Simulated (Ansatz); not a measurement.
**FGeH5SSi: a ladder of functionals and wavefunction methods**

How much do the methods differ for FGeH5SSi? The plan is to run it at one geometry with functionals of several rungs and with coupled cluster, and see how far each lands from CCSD(T) at the basis-set limit for the atomisation energy.

Program: Ansatz 0.2.0, Gaussian basis. Level of theory: functionals in def2-TZVPP, the program's frozen cores in correlated methods. These are calculated values, not measurements.

Plan: PBE-D4, r2SCAN-D4, PBE0-D4, B3LYP-D4, ωB97X-V, ωB97M-V, B2PLYP; CCSD(T)/def2-TZVPP; MP2/def2-QZVPP; extrapolation to the limit.

### Step 1. The relaxed structure

All runs share one geometry, relaxed beforehand with PBE0-D4 in a triple-zeta def2 set.

9 atoms, charge 0, spin multiplicity 1.

Atoms are counted from 1 here; the program's logs count them from 0.

Bond lengths: F1–Ge2 1.748 Å, Ge2–Si3 2.389 Å, Ge2–H5 1.541 Å, Ge2–H6 1.541 Å, Si3–S4 2.136 Å, Si3–H7 1.489 Å, Si3–H8 1.483 Å, S4–H9 1.344 Å. Angles: F1–Ge2–Si3 106.9°, F1–Ge2–H5 105.5°, F1–Ge2–H6 105.5°, Si3–Ge2–H5 114.7°, Si3–Ge2–H6 113.2°, H5–Ge2–H6 110.3°, Ge2–Si3–S4 111.5°, Ge2–Si3–H7 108.5°, Ge2–Si3–H8 110.0°, S4–Si3–H7 112.1°, S4–Si3–H8 105.3°, H7–Si3–H8 109.5°, Si3–S4–H9 94.8°.

### Step 2. PBE-D4 (GGA)

in.yaml reads:

```yaml
crystal:
  periodic: [false, false, false]
  atoms:
    - {symbol: F, position_ang: [-1.446460, 0.946853, -1.757105]}
    - {symbol: Ge, position_ang: [0.046494, 1.092643, -0.858865]}
    - {symbol: Si, position_ang: [0.411168, -1.005431, 0.223912]}
    - {symbol: S, position_ang: [-1.094651, -1.403372, 1.686295]}
    - {symbol: H, position_ang: [1.116669, 1.473586, -1.899423]}
    - {symbol: H, position_ang: [-0.177421, 2.254923, 0.127265]}
    - {symbol: H, position_ang: [1.777389, -1.000338, 0.814854]}
    - {symbol: H, position_ang: [0.302087, -2.109263, -0.760340]}
    - {symbol: H, position_ang: [-0.846874, -0.295900, 2.406409]}
basis:
  gaussian: {orbitals: def2-TZVPP}
hamiltonian: {xc: pbe, dispersion: d4}
output: {forces: true, orbitals: {seedname: orbitals}}
```

Launch:

```
$ ansatz run in.yaml --threads 4 --pin off --events-out ev --progress --plain --max-ram 10444MiB
```

Output, shortened:

```text
Functional definition: PBE
  name "PBE"
  cite "Perdew, Burke & Ernzerhof, Phys. Rev. Lett. 77, 3865 (1996) doi:10.1103/PhysRevLett.77.3865"
  parent pbe
[...]
1381 factors; their error is unknown
[...]
mean field -78013.04616873 eV, -2866.9265675588 hartree, gradient 3.6e-5 eV, S^2 0.000000; 0 other end points of the search recorded, 0 dependent functions left out
[...]
reference -78013.04621009 eV, -2866.9265690787 hartree; 38, 38 occupied and 195, 195 virtual orbitals, 1381 factors
Total energy: -78013.26043461 eV, -2866.9344416848 hartree
Atom 0 at    -1.446460     0.946853    -1.757105 Å, force    -0.536015    -0.048393    -0.320626 eV/Å
Atom 1 at     0.046494     1.092643    -0.858865 Å, force     0.409012    -0.046079     0.260710 eV/Å
Atom 2 at     0.411168    -1.005431     0.223912 Å, force     0.035173     0.089091    -0.027931 eV/Å
Atom 3 at    -1.094651    -1.403372     1.686295 Å, force    -0.221353    -0.274363     0.016742 eV/Å
Atom 4 at     1.116669     1.473586    -1.899423 Å, force     0.136669     0.058906    -0.131231 eV/Å
Atom 5 at    -0.177421     2.254923     0.127265 Å, force    -0.023466     0.144194     0.120805 eV/Å
Atom 6 at     1.777389    -1.000338     0.814854 Å, force     0.163798    -0.007146     0.051980 eV/Å
Atom 7 at     0.302087    -2.109263    -0.760340 Å, force    -0.014756    -0.127090    -0.100635 eV/Å
Atom 8 at    -0.846874    -0.295900     2.406409 Å, force     0.050937     0.210880     0.130186 eV/Å
Dipole moment:     0.426785     0.083604     0.257165 e Å
```

It took 1.9 s on 4 threads of AMD EPYC 7R43, shared host; peak memory 0.32 GiB.

With the free atoms at this level, -77985.934 eV in sum, the atomisation energy is 2636.6 kJ/mol. HOMO -6.34 eV, LUMO -1.58 eV.

### Step 3. r2SCAN-D4 (meta-GGA)

Edit in.yaml of step 2 so:

```diff
@@ -14,3 +14,3 @@
   gaussian: {orbitals: def2-TZVPP}
-hamiltonian: {xc: pbe, dispersion: d4}
+hamiltonian: {xc: r2scan, dispersion: d4}
 output: {forces: true, orbitals: {seedname: orbitals}}
```

Launched as before.

Output, shortened:

```text
Functional definition: r2SCAN
  name "r2SCAN"
  cite "Furness, Kaplan, Ning, Perdew & Sun, J. Phys. Chem. Lett. 11, 8208 (2020) doi:10.1021/acs.jpclett.0c02405"
  cite "Furness, Kaplan, Ning, Perdew & Sun, J. Phys. Chem. Lett. 11, 9248 (2020) doi:10.1021/acs.jpclett.0c03077"
  parent r2scan
[...]
1381 factors; their error is unknown
[...]
mean field -78030.35304861 eV, -2867.5625836636 hartree, gradient 2.9e-5 eV, S^2 0.000000; 0 other end points of the search recorded, 0 dependent functions left out
[...]
reference -78030.35306081 eV, -2867.5625841117 hartree; 38, 38 occupied and 195, 195 virtual orbitals, 1381 factors
Total energy: -78030.40372698 eV, -2867.5644460593 hartree
Atom 0 at    -1.446460     0.946853    -1.757105 Å, force    -0.025999    -0.000652    -0.010962 eV/Å
Atom 1 at     0.046494     1.092643    -0.858865 Å, force     0.077756     0.004611     0.032544 eV/Å
Atom 2 at     0.411168    -1.005431     0.223912 Å, force     0.032808     0.028307    -0.039930 eV/Å
Atom 3 at    -1.094651    -1.403372     1.686295 Å, force    -0.047958    -0.025961     0.030649 eV/Å
Atom 4 at     1.116669     1.473586    -1.899423 Å, force    -0.038587     0.004216     0.024667 eV/Å
Atom 5 at    -0.177421     2.254923     0.127265 Å, force     0.002837    -0.028014    -0.039744 eV/Å
Atom 6 at     1.777389    -1.000338     0.814854 Å, force    -0.008341    -0.004718    -0.017069 eV/Å
Atom 7 at     0.302087    -2.109263    -0.760340 Å, force     0.004885     0.015466     0.017339 eV/Å
Atom 8 at    -0.846874    -0.295900     2.406409 Å, force     0.002600     0.006746     0.002506 eV/Å
Dipole moment:     0.451295     0.088895     0.264951 e Å
```

Wall time 3.6 s (4 threads of AMD EPYC 7R43, shared host); peak memory 0.35 GiB.

Atomisation energy: 2648.8 kJ/mol (free atoms -78002.951 eV, run apart). HOMO -6.62 eV, LUMO -1.33 eV.

### Step 4. PBE0-D4 (hybrid)

Edit in.yaml of step 3 so:

```diff
@@ -14,3 +14,3 @@
   gaussian: {orbitals: def2-TZVPP}
-hamiltonian: {xc: r2scan, dispersion: d4}
-output: {forces: true, orbitals: {seedname: orbitals}}
+hamiltonian: {xc: pbe0, dispersion: d4}
+output: {orbitals: {seedname: orbitals}}
```

The command is unchanged.

Output:

```text
Functional definition: PBE0
  name "PBE0"
  cite "Adamo & Barone, J. Chem. Phys. 110, 6158 (1999) doi:10.1063/1.478522"
  cite "Perdew, Burke & Ernzerhof, Phys. Rev. Lett. 77, 3865 (1996) doi:10.1103/PhysRevLett.77.3865"
  parent pbe
  parameter a = 0.25
  parameter kappa = 0.804
  parameter beta = 0.06672455060314922
  exchange = (1 - a)*pbe_x(kappa = kappa, mu = beta*pi^2/3) + a*exact_x
  correlation = pbe_c(beta = beta)
1458 factors; their error is unknown
mean field evaluation 1: about -78013.8279 eV, gradient 3.9e1 eV
mean field evaluation 2: about -78009.8433 eV, gradient 6.7e1 eV
mean field evaluation 4: about -78015.9751 eV, gradient 2.1e0 eV
mean field evaluation 8: about -78015.9783 eV, gradient 2.1e-2 eV
mean field evaluation 16: about -78016.2829 eV, gradient 3.3e-5 eV
mean field -78016.28287687 eV, -2867.0455143890 hartree, gradient 3.3e-5 eV, S^2 0.000000; 0 other end points of the search recorded, 0 dependent functions left out
reference -78016.28290827 eV, -2867.0455155432 hartree; 38, 38 occupied and 195, 195 virtual orbitals, 1458 factors
Total energy: -78016.46679534 eV, -2867.0522732684 hartree
```

Run time: 2.6 s. Hardware: 4 threads of AMD EPYC 7R43, shared host; peak memory 0.69 GiB.

With the free atoms at this level, -77989.459 eV in sum, the atomisation energy is 2605.9 kJ/mol. HOMO -7.51 eV, LUMO -0.74 eV.

### Step 5. B3LYP-D4 (hybrid)

B3LYP here takes the VWN-RPA correlation.

Edit in.yaml of step 4 so:

```diff
@@ -14,3 +14,3 @@
   gaussian: {orbitals: def2-TZVPP}
-hamiltonian: {xc: pbe0, dispersion: d4}
-output: {orbitals: {seedname: orbitals}}
+hamiltonian: {xc: {name: B3LYP}, dispersion: d4}
+output: {forces: true, orbitals: {seedname: orbitals}}
```

Launched as before.

Output, shortened:

```text
Functional definition: B3LYP
  name "B3LYP"
  cite "Stephens, Devlin, Chabalowski & Frisch, J. Phys. Chem. 98, 11623 (1994) doi:10.1021/j100096a001"
  cite "Becke, Phys. Rev. A 38, 3098 (1988) doi:10.1103/PhysRevA.38.3098"
  cite "Lee, Yang & Parr, Phys. Rev. B 37, 785 (1988) doi:10.1103/PhysRevB.37.785"
  cite "Vosko, Wilk & Nusair, Can. J. Phys. 58, 1200 (1980) doi:10.1139/p80-159"
[...]
1427 factors; their error is unknown
[...]
mean field -78035.60624301 eV, -2867.7556349969 hartree, gradient 3.3e-5 eV, S^2 0.000000; 0 other end points of the search recorded, 0 dependent functions left out
[...]
reference -78035.60651524 eV, -2867.7556450012 hartree; 38, 38 occupied and 195, 195 virtual orbitals, 1427 factors
Total energy: -78035.95596466 eV, -2867.7684870304 hartree
Atom 0 at    -1.446460     0.946853    -1.757105 Å, force    -0.282247    -0.025454    -0.168519 eV/Å
Atom 1 at     0.046494     1.092643    -0.858865 Å, force     0.272608     0.080279     0.134998 eV/Å
Atom 2 at     0.411168    -1.005431     0.223912 Å, force     0.206386    -0.135553    -0.118256 eV/Å
Atom 3 at    -1.094651    -1.403372     1.686295 Å, force    -0.114701    -0.013456     0.130994 eV/Å
Atom 4 at     1.116669     1.473586    -1.899423 Å, force     0.010288     0.018376    -0.019349 eV/Å
Atom 5 at    -0.177421     2.254923     0.127265 Å, force    -0.004290     0.022378     0.003868 eV/Å
Atom 6 at     1.777389    -1.000338     0.814854 Å, force    -0.080559    -0.000237    -0.042232 eV/Å
Atom 7 at     0.302087    -2.109263    -0.760340 Å, force     0.014524     0.065976     0.061510 eV/Å
Atom 8 at    -0.846874    -0.295900     2.406409 Å, force    -0.022009    -0.012311     0.016986 eV/Å
Dipole moment:     0.464449     0.079585     0.268254 e Å
```

Wall time 3.7 s (4 threads of AMD EPYC 7R43, shared host); peak memory 0.71 GiB.

With the free atoms at this level, -78008.801 eV in sum, the atomisation energy is 2620.1 kJ/mol. HOMO -7.29 eV, LUMO -0.94 eV.

### Step 6. ωB97X-V (range-separated)

Edit in.yaml of step 5 so:

```diff
@@ -14,3 +14,3 @@
   gaussian: {orbitals: def2-TZVPP}
-hamiltonian: {xc: {name: B3LYP}, dispersion: d4}
-output: {forces: true, orbitals: {seedname: orbitals}}
+hamiltonian: {xc: {name: wB97X-V}}
+output: {orbitals: {seedname: orbitals}}
```

The command is unchanged.

Output, shortened:

```text
Functional definition: wB97X-V
  name "wB97X-V"
  cite "Mardirossian & Head-Gordon, Phys. Chem. Chem. Phys. 16, 9904 (2014) doi:10.1039/C3CP54374A"
  cite "Becke, J. Chem. Phys. 107, 8554 (1997) doi:10.1063/1.475007"
  cite "Vydrov & Van Voorhis, J. Chem. Phys. 133, 244103 (2010) doi:10.1063/1.3521275"
[...]
      + integral(e_c_pw_opposite_spin*poly(b97_u_opposite, cos0, cos1)) + vv10(b, c)
1422 factors; their error is unknown
288 factors; integrals over basis functions are off by at most 1.1e-5 eV
[...]
mean field -78024.23195477 eV, -2867.3376376140 hartree, gradient 7.0e-5 eV, S^2 0.000000; 0 other end points of the search recorded, 0 dependent functions left out
reference -78024.23195268 eV, -2867.3376375371 hartree; 38, 38 occupied and 195, 195 virtual orbitals, 1422 factors
Total energy: -78024.23195268 eV, -2867.3376375371 hartree
```

Run time: 6 s. Hardware: 4 threads of AMD EPYC 7R43, shared host; peak memory 0.81 GiB.

With the free atoms at this level, -77996.566 eV in sum, the atomisation energy is 2669.4 kJ/mol. HOMO -9.79 eV, LUMO 1.33 eV.

### Step 7. ωB97M-V (range-separated)

Edit in.yaml of step 6 so:

```diff
@@ -14,3 +14,3 @@
   gaussian: {orbitals: def2-TZVPP}
-hamiltonian: {xc: {name: wB97X-V}}
-output: {orbitals: {seedname: orbitals}}
+hamiltonian: {xc: {name: wB97M-V}}
+output: {forces: true, orbitals: {seedname: orbitals}}
```

Launched as before.

Output, shortened:

```text
Functional definition: wB97M-V
  name "wB97M-V"
  cite "Mardirossian & Head-Gordon, J. Chem. Phys. 144, 214110 (2016) doi:10.1063/1.4952647"
  cite "Becke, J. Chem. Phys. 107, 8554 (1997) doi:10.1063/1.475007"
  cite "Vydrov & Van Voorhis, J. Chem. Phys. 133, 244103 (2010) doi:10.1063/1.3521275"
  # Of w^i u^j: cxij and so on, Table III.
[...]
  gx(w, u) = 1 - cx + cx01*u + cx10*w
  gss(w, u) = css00 + css04*u^4 + css10*w + css20*w^2 + css43*w^4*u^3
  gos(w, u) = cos00 + cos10*w + (cos20 + cos21*u)*w^2 + (cos60 + cos61*u)*w^6
[...]
      + integral(e_c_pw_mod_opposite_spin*gos(b97_w_opposite, b97_u_opposite)) + vv10(b, c)
1419 factors; their error is unknown
288 factors; integrals over basis functions are off by at most 1.1e-5 eV
[...]
Total energy: -78027.81355359 eV, -2867.4692589427 hartree
Atom 0 at    -1.446460     0.946853    -1.757105 Å, force    -0.094068    -0.017017    -0.051481 eV/Å
Atom 1 at     0.046494     1.092643    -0.858865 Å, force     0.187255     0.031498     0.107894 eV/Å
Atom 2 at     0.411168    -1.005431     0.223912 Å, force     0.141046    -0.036229    -0.109609 eV/Å
Atom 3 at    -1.094651    -1.403372     1.686295 Å, force    -0.000010     0.072893     0.059006 eV/Å
Atom 4 at     1.116669     1.473586    -1.899423 Å, force    -0.087807    -0.029768     0.085200 eV/Å
Atom 5 at    -0.177421     2.254923     0.127265 Å, force     0.015242    -0.087414    -0.077871 eV/Å
Atom 6 at     1.777389    -1.000338     0.814854 Å, force    -0.167174     0.001914    -0.071175 eV/Å
Atom 7 at     0.302087    -2.109263    -0.760340 Å, force     0.015984     0.132791     0.111456 eV/Å
Atom 8 at    -0.846874    -0.295900     2.406409 Å, force    -0.010469    -0.068669    -0.053418 eV/Å
Dipole moment:     0.466726     0.084228     0.265319 e Å
```

Run time: 9 s. Hardware: 4 threads of AMD EPYC 7R43, shared host; peak memory 0.91 GiB.

Atomisation energy: 2636.8 kJ/mol (free atoms -78000.485 eV, run apart). HOMO -9.61 eV, LUMO 1.10 eV.

### Step 8. B2PLYP (double hybrid)

Edit in.yaml of step 7 so:

```diff
@@ -14,3 +14,2 @@
   gaussian: {orbitals: def2-TZVPP}
-hamiltonian: {xc: {name: wB97M-V}}
-output: {forces: true, orbitals: {seedname: orbitals}}
+hamiltonian: {xc: {name: B2PLYP}}
```

Launched as before.

Output, shortened:

```text
Functional definition: B2PLYP
  name "B2PLYP"
  cite "Grimme, J. Chem. Phys. 124, 034108 (2006) doi:10.1063/1.2148954"
  cite "Becke, Phys. Rev. A 38, 3098 (1988) doi:10.1103/PhysRevA.38.3098"
  cite "Lee, Yang & Parr, Phys. Rev. B 37, 785 (1988) doi:10.1103/PhysRevB.37.785"
[...]
1387 factors; integrals over basis functions are off by at most 8.1e-4 eV
[...]
mean field -78007.63688767 eV, -2866.7277801464 hartree, gradient 1.9e-6 eV, S^2 0.000000; 0 other end points of the search recorded, 0 dependent functions left out
20 core orbitals not correlated: weight in the atoms' cores, before any rotation towards them, 1.000 or more for the frozen orbitals, at most 0.000 for the correlated occupied ones
reference -78007.63706093 eV, -2866.7277865138 hartree; 18, 18 occupied and 195, 195 virtual orbitals, 1387 factors
second order -26.75221853 eV of doubles, -0.00000000 eV of singles
Total energy: -78014.86015994 eV, -2866.9932305062 hartree
```

It took 4.3 s on 4 threads of AMD EPYC 7R43, shared host; peak memory 0.61 GiB.

With the free atoms at this level, -77987.990 eV in sum, the atomisation energy is 2592.5 kJ/mol.

### Step 9. Frontier levels by functional

Dipoles come from the runs that computed forces. Levels, from each run's orbital file:

```tsv
functional	HOMO (eV)	LUMO (eV)	gap (eV)	dipole (D)
PBE-D4	-6.34	-1.58	4.76	2.43
r2SCAN-D4	-6.62	-1.33	5.28	2.55
PBE0-D4	-7.51	-0.74	6.78	
B3LYP-D4	-7.29	-0.94	6.36	2.60
ωB97X-V	-9.79	1.33	11.12	
ωB97M-V	-9.61	1.10	10.71	2.61
```

### Step 10. CCSD(T) in def2-TZVPP

Edit in.yaml of step 8 so:

```diff
@@ -14,2 +14,2 @@
   gaussian: {orbitals: def2-TZVPP}
-hamiltonian: {xc: {name: B2PLYP}}
+correlation: {method: ccsd_t}
```

Same command.

Output, shortened:

```text
Functional definition: HF
  name "HF"
  cite "Fock, Z. Phys. 61, 126 (1930) doi:10.1007/BF01340294"
  parent pbe
[...]
1387 factors; integrals over basis functions are off by at most 8.1e-4 eV
[...]
mean field -77941.97961578 eV, -2864.3149199087 hartree, gradient 2.6e-6 eV, S^2 0.000000; 0 other end points of the search recorded, 0 dependent functions left out
20 core orbitals not correlated: weight in the atoms' cores, before any rotation towards them, 1.000 or more for the frozen orbitals, at most 0.000 for the correlated occupied ones
reference -77941.97961578 eV, -2864.3149199087 hartree; 18, 18 occupied and 195, 195 virtual orbitals, 1387 factors
second order -22.01263783 eV of doubles, -0.00000000 eV of singles
cycle   1  -22.44487777 eV  change   -4.3e-1 eV  update   1.1e-1
[...]
cycle   9  -23.19531190 eV  change   -2.7e-5 eV  update   2.3e-5
perturbative correction -0.83725147 eV, -0.0307684241 hartree
Total energy: -77966.01217915 eV, -2865.1981003228 hartree
```

It took 1.7 min on 4 threads of AMD EPYC 7R43, shared host; peak memory 3.9 GiB.

### Step 11. MP2 in def2-QZVPP

Edit in.yaml of step 10 so:

```diff
@@ -13,3 +13,3 @@
 basis:
-  gaussian: {orbitals: def2-TZVPP}
-correlation: {method: ccsd_t}
+  gaussian: {orbitals: "def2-QZVPP.json"}
+correlation: {method: mp2}
```

Same command.

Output:

```text
Functional definition: HF
  name "HF"
  cite "Fock, Z. Phys. 61, 126 (1930) doi:10.1007/BF01340294"
  parent pbe
  exchange = exact_x
  correlation = 0
2671 factors; integrals over basis functions are off by at most 6.7e-4 eV
mean field evaluation 1: about -77940.9387 eV, gradient 3.3e1 eV
mean field evaluation 2: about -77941.0717 eV, gradient 3.3e1 eV
mean field evaluation 4: about -77943.7541 eV, gradient 3.3e0 eV
mean field evaluation 8: about -77943.8168 eV, gradient 3.5e-1 eV
mean field -77943.81732774 eV, -2864.3824545775 hartree, gradient 5.9e-6 eV, S^2 0.000000; 0 other end points of the search recorded, 0 dependent functions left out
20 core orbitals not correlated: weight in the atoms' cores, before any rotation towards them, 1.000 or more for the frozen orbitals, at most 0.000 for the correlated occupied ones
reference -77943.81732774 eV, -2864.3824545775 hartree; 18, 18 occupied and 398, 398 virtual orbitals, 2671 factors
second order -30.54740477 eV of doubles, -0.00000000 eV of singles
Total energy: -77974.36473251 eV, -2865.5050509969 hartree
```

Run time: 15 s. Hardware: 4 threads of AMD EPYC 7R43, shared host; peak memory 2.3 GiB.

The pieces so far (eV):

```tsv
basis	HF	MP2 correlation	CCSD correlation	(T)	total
def2-TZVPP	-77941.9796	-22.0126	-23.1953	-0.8373	-77966.0122
def2-QZVPP	-77943.8173	-30.5474			-77974.3647 (MP2)
```

The report of the def2-TZVPP run gives T1 = 0.0121.

### Step 12. From triple and quadruple zeta to the limit

This step is arithmetic on the last runs, with X = 3 and 4: exp(−7.88√X) for Hartree-Fock, X^−2.97 for correlation; only MP2 was run in the larger set, so CCSD(T) minus MP2 is added from the smaller one.

```tsv
level	energy at the limit (eV)
HF	-77944.0705
MP2	-77980.9399
CCSD	-77982.1226
CCSD(T)	-77982.9598
```

This is no true limit for total energies: MP2 correlation changes by a factor of 1.39 from triple to quadruple zeta (about 1.07 in light molecules), because outer-core shells are correlated in sets not made for them. Much of that cancels between molecule and atoms or ions.

### Step 13. Atomisation energies

Atomisation energy = energies of 1 F, 1 Ge, 1 Si, 1 S, 5 H (separate runs, same level) minus the molecule's; electronic only, no spin-orbit term.

Differences are taken before rounding.

```tsv
method	rung	atomisation energy (kJ/mol)	from CCSD(T)/CBS (kJ/mol)	time
PBE-D4	GGA	2636.6	-16.1	1.9 s
r2SCAN-D4	meta-GGA	2648.8	-3.9	3.6 s
PBE0-D4	hybrid	2605.9	-46.8	2.6 s
B3LYP-D4	hybrid	2620.1	-32.5	3.7 s
ωB97X-V	range-separated	2669.4	+16.7	6 s
ωB97M-V	range-separated	2636.8	-15.8	9 s
B2PLYP	double hybrid	2592.5	-60.1	4.3 s
HF/def2-TZVPP	wavefunction	1917.2	-735.4	
MP2/def2-TZVPP	wavefunction	2590.5	-62.1	
CCSD/def2-TZVPP	wavefunction	2545.7	-106.9	
CCSD(T)/def2-TZVPP	wavefunction	2581.9	-70.8	1.7 min
MP2/CBS	wavefunction	2661.3	+8.7	
CCSD(T)/CBS	wavefunction	2652.7	0	2 min
```

Among the levels timed on like hardware and quicker than the yardstick, those that no quicker one beats, quickest first: PBE-D4 (1.9 s, -16.1 kJ/mol); r2SCAN-D4 (3.6 s, -3.9 kJ/mol).

B2PLYP carry no dispersion term (for B3LYP, D4 adds 33.7 kJ/mol).

Times are those of the molecule's run; HF, MP2 and CCSD come out of the CCSD(T) runs, and the limit's time is the sum of the runs that it needs.

### Step 14. Summary of results

| quantity | value |
| --- | --- |
| atomisation energy, CCSD(T)/CBS | 2652.7 kJ/mol |
| functionals within 26.5 kJ/mol (1.0 %) | PBE-D4, r2SCAN-D4, ωB97X-V, ωB97M-V |
| farthest | B2PLYP (-60.1 kJ/mol) |
| mean size of error, hybrid | 39.7 kJ/mol |
| mean size of error, range-separated | 16.3 kJ/mol |
| gap, smallest and largest | 4.76 eV (PBE-D4), 11.12 eV (ωB97X-V) |
| T1 diagnostic | 0.0121 |
| triples share of the correlation energy | 3.5 % |

What this shows: PBE-D4 is off by -16.1 kJ/mol. Double hybrids carry the basis error of their MP2 part in triple zeta, and no dispersion term here, so their miss is partly the set-up's. The reference freezes the cores and leaves out relativity and excitations past (T), and its outer-core shells are covered unevenly, so misses under about 26.5 kJ/mol can't be ranked. Hartree-Fock recovers 72 % of the binding; the rest is correlation. Orbital gaps span 4.8 to 11.1 eV; exact exchange widens them. Correlated methods include outer-core shells of Ge, which these sets cover unevenly.

For cost: r2SCAN-D4 gets within 3.9 kJ/mol in 3.6 s, where CCSD(T)/CBS took 2 min; the quickest level in the cost chart, PBE-D4, takes 1.9 s and misses by 16.1 kJ/mol.
